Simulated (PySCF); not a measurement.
# SiCl3 (SMILES Cl[Si](Cl)Cl) at USVWN5/def2-TZVPD

What is the vertical ionisation energy of SiCl3 at USVWN5/def2-TZVPD? Input form: a Python script.

The results are computed with PySCF 2.14.0.

**1. The structure to begin with**

The species is SiCl3 (4 atoms), meant as a doublet with charge 0. As SMILES, `Cl[Si](Cl)Cl`. The coordinates come from a PBE0-D4/def2-TZVP relaxation.

Bond lengths: Cl1–Si2 2.043 Å, Si2–Cl3 2.043 Å, Si2–Cl4 2.043 Å. Angles: Cl1–Si2–Cl3 109.4°, Cl1–Si2–Cl4 109.4°, Cl3–Si2–Cl4 109.5°.

**2. The energy at USVWN5/def2-TZVPD**

Contents of input.py:

```python
from pyscf import gto, dft

molecule = gto.M(
    atom='''
Cl    -2.881454    -1.117962     1.946607
Si     0.219397     0.735859     0.586949
Cl     3.202519    -1.707934     0.413850
Cl    -0.540462     2.089848    -2.947406
''',
    spin=1,
    basis='def2-tzvpd',
    max_memory=1860,
    unit='bohr',
    verbose=3,
    charge=0,
)

calc0 = dft.UKS(molecule, xc='svwn')
calc0.grids.level = 4
calc0.conv_tol = 1e-10
calc0.kernel()
if not calc0.converged:
    calc0 = calc0.newton().run(calc0.mo_coeff, calc0.mo_occ)

e_final = calc0.e_tot
print('Final energy', e_final)
```

Run with:

```bash
$ OMP_NUM_THREADS=1 python input.py
```

The log of the run:

```text
converged SCF energy = -1664.67306513797  <S^2> = 0.75113783  2S+1 = 2.0011375
Final energy -1664.6730651379673
```

Wall time 29 s (1 thread of Arm Neoverse V2, shared host); peak memory 1.3 GiB.

**3. The singlet cation at the same level**

Contents of run.py:

```python
from pyscf import gto, dft

mol = gto.M(
    atom='Cl -1.524800 -0.591600 1.030100; Si 0.116100 0.389400 0.310600; Cl 1.694700 -0.903800 0.219000; Cl -0.286000 1.105900 -1.559700',
    max_memory=1860,
    verbose=4,
    charge=1,
    basis='def2-tzvpd',
)

ks = dft.RKS(mol, xc='svwn')
ks.conv_tol = 1e-10
ks.grids.level = 4
ks.kernel()
if not ks.converged:
    ks = ks.newton().run(ks.mo_coeff, ks.mo_occ)

e_tot = ks.e_tot
print(f'total energy: {e_tot:.8f} hartree')
```

Run with:

```bash
$ OMP_NUM_THREADS=1 python run.py
```

The log of the run:

```text
PySCF version 2.14.0

[INPUT] num. atoms = 4
[INPUT] num. electrons = 64
[INPUT] charge = 1
[INPUT] spin (= nelec alpha-beta = 2S) = 0
[INPUT] symmetry False subgroup None
[INPUT] Mole.unit = angstrom
[INPUT] Symbol           X                Y                Z      unit          X                Y                Z       unit  Magmom
[INPUT]  1 Cl    -1.524800000000  -0.591600000000   1.030100000000 AA   -2.881454394737  -1.117961975293   1.946606880914 Bohr   0.0
[INPUT]  2 Si     0.116100000000   0.389400000000   0.310600000000 AA    0.219397203062   0.735859352906   0.586948934290 Bohr   0.0
[INPUT]  3 Cl     1.694700000000  -0.903800000000   0.219000000000 AA    3.202518863300  -1.707934471382   0.413850021280 Bohr   0.0
[INPUT]  4 Cl    -0.286000000000   1.105900000000  -1.559700000000 AA   -0.540461671626   2.089848121157  -2.947405836484 Bohr   0.0

[... 66 lines left out ...]
converged SCF energy = -1664.34346589534
total energy: -1664.34346590 hartree
```

Wall time 19 s (1 thread of Arm Neoverse V2, shared host); peak memory 1.3 GiB.

**4. Outcome**

At USVWN5/def2-TZVPD:

```
                                          quantity           value
                       doublet SiCl3: total energy  -1664.67307 Eh
                      doublet SiCl3: dipole moment          0.45 D
 doublet SiCl3: HOMO energy (highest over α and β)        -5.92 eV
  doublet SiCl3: LUMO energy (lowest over α and β)        -4.79 eV
                               doublet SiCl3: ⟨S²⟩           0.751
                      singlet cation: total energy  -1664.34347 Eh
                       singlet cation: HOMO energy       -13.85 eV
                       singlet cation: LUMO energy       -11.94 eV
                     singlet cation: HOMO–LUMO gap         1.91 eV
vertical ionisation energy (to the singlet cation)        8.969 eV
```

**Reading.** Removing an electron at fixed nuclei costs 8.97 eV (865 kJ/mol). Only the singlet of the ionised species was computed; a triplet could lie lower. Mulliken charges (doublet SiCl3) run from -0.13 on Cl1 to +0.40 on Si2; in a basis this large or diffuse they mean little.
